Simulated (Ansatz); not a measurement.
This script for a comparison of norm-conserving and PAW potentials of La₃Pb, space group Pm-3m with Ansatz's Python interface holds a mistake.

`la3pb.py`:
```python
"""Two kinds of potentials on La3Pb."""

import ansatz as az
import numpy as np
from pymatgen.core import Lattice, Structure
from pymatgen.io.ase import AseAtomsAdaptor


def count_gap(report):
    # lowest empty less highest filled band, counting bands; zero where they overlap
    return max(report.get("gap_by_band_count_ev") or 0.0, 0.0)

pmg_structure = Structure(
    Lattice([[5.073323, 0.0, 0.0], [0.0, 5.073323, 0.0], [0.0, 0.0, 5.073323]]),
    ["La", "La", "La", "Pb"],
    [
        [0.5, 0.5, 0.0],
        [0.5, 0.0, 0.5],
        [0.0, 0.5, 0.5],
        [0.0, 0.0, 0.0],
    ],
)
xtal = az.Crystal.from_ase(AseAtomsAdaptor.get_atoms(pmg_structure))

setup = (
    xtal.calculation()
    .kpoints(5, 5, 5, center="gamma")
    .functional(az.Functional.PBESOL)
    .occupations("fixed", width=0.1)
    .stress()
    .forces()
    .band_table()
)
variants = {
    "PAW": setup.pseudopotentials("paw"),
    "norm-conserving": setup.pseudopotentials("nc"),
}
# totals differ by the cores that each treatment holds, so compare what does not depend on them
rows = []
for label, variant in variants.items():
    r = variant.run(threads=1).report
    levels = np.array(r["eigenvalues_ev"][0]) - r["fermi_energy_ev"]
    print(label, "levels at the first k-point near E_F:", np.round(levels[np.abs(levels) < 5], 3))
    rows.append((label, r["n_electrons"], np.trace(r["stress_gpa"]) / 3, count_gap(r)))
print("     treatment  electrons in bands           P GPa  gap by band count eV")
for row in rows:
    print(f"{str(row[0]):>14s}  {row[1]:18.1f}  {row[2]:14.3f}  {row[3]:20.3f}")
```

Output of `python la3pb.py`:
```text
Traceback (most recent call last):
  File "la3pb.py", line 41, in <module>
    r = variant.run(threads=1).report
        ~~~~~~~~~~~^^^^^^^^^^^
  ...
ansatz.RefusalError: inconsistent input (scf.occupations.method, magnetization): a σ = 0 step fill (method: fixed, or a smearing width below the step floor) cannot realise an odd electron count (47) without a locked total moment — the per-k integer fill puts the same N_el/2 bands in each spin channel; set magnetization.spin_polarized: true with magnetization.spin_locking.lock_magnetization: hard and an odd magnetization.initial_magnetization (the unpaired electron then fills one channel), or use a smearing method with a finite width, such as fermi_dirac
```
(Library frames cut from the traceback.)

What is wrong, and how is it mended?

The fault: fixed occupations were asked for with a width. The correction:

```diff
--- before
+++ after
@@ -28,3 +28,3 @@
     .functional(az.Functional.PBESOL)
-    .occupations("fixed", width=0.1)
+    .occupations(az.OccupationsMethod.GAUSSIAN)
     .stress()
```

With that change:

`python la3pb.py` gives:
```text
DeckWarning: basis.ecutwfc = 420 eV, auto-derived from the records' recommended cutoffs: set by La (normal level)
PAW levels at the first k-point near E_F: [-2.611 -1.079 -1.079 -0.928 -0.928 -0.928  0.016  0.016  0.016  1.374
  1.662]
DeckWarning: basis.ecutwfc = 1496.626244 eV, auto-derived from the records' recommended cutoffs: set by La (normal level)
norm-conserving levels at the first k-point near E_F: [-2.611 -1.08  -1.08  -0.928 -0.928 -0.928  0.018  0.018  0.018  1.382
  1.644]
     treatment  electrons in bands           P GPa  gap by band count eV
           PAW                47.0          -2.137                 0.000
norm-conserving                47.0          -2.169                 0.000
```
(Warnings from the package without file and line.)

What to keep in mind:
- The computed bands are complete only to about 1.2 eV above the Fermi level.
- The mesh is modest for a metal, so energies can be off by several to tens of meV an atom and pressures by half a GPa or more; differences at equal mesh fare better.
- A gap by band count of zero or less means overlapping bands, a metal, and at an odd count of electrons it is no gap at all.
- This cell is a computed structure, which may not be the phase found in nature.
- Gaps and levels are Kohn-Sham values on a finite set of k-points, without spin-orbit coupling.
- Stress is positive in compression.
- Finished in 37 s on 1 thread of Arm Neoverse V1 (shared host), peak memory 0.86 GiB.

(A comment or docstring line of the script was reworded after the run, the code is as it ran; lines on the test bed's own set-up are left out of the output.)
